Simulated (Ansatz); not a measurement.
SiF:

```xyz
2
Lattice="1.3386 0.7728 3.8983 -1.3386 0.7728 3.8983 0.0000 -1.5457 3.8983" Properties=species:S:1:pos:R:3 pbc="T T T"
Si    0.0000    0.0000    5.8475
F     0.0000    0.0000    0.0000
```

The cell was built by a generator and needn't be a form met in nature.

Program: Ansatz 0.2.0. Alike in all runs: potentials or basis Ansatz PAW; no spin polarisation; cell as given; k mesh 6 × 6 × 6; cutoff (eV) 420; smearing fermi-dirac 0.05 eV; the mesh is coarse, so values aren't converged.

Question: Order these runs on this cell by their pressure, lowest first.
A. level HSEsol; points for each segment of the path 4
B. level B3LYP
C. level HSE03; points for each segment of the path 4

Answer: A (-5.8 GPa), C (-2.7 GPa), B (2.8 GPa).

Caveats: all runs use coarse meshes; an odd number of electrons without spin polarisation forces a metal; a magnetic or distorted state may lie lower; the PAW data sets come from PBE, with cores solved anew for the run's functional, which leaves a small shift of forces and pressure; the thresholds are loose for stress.
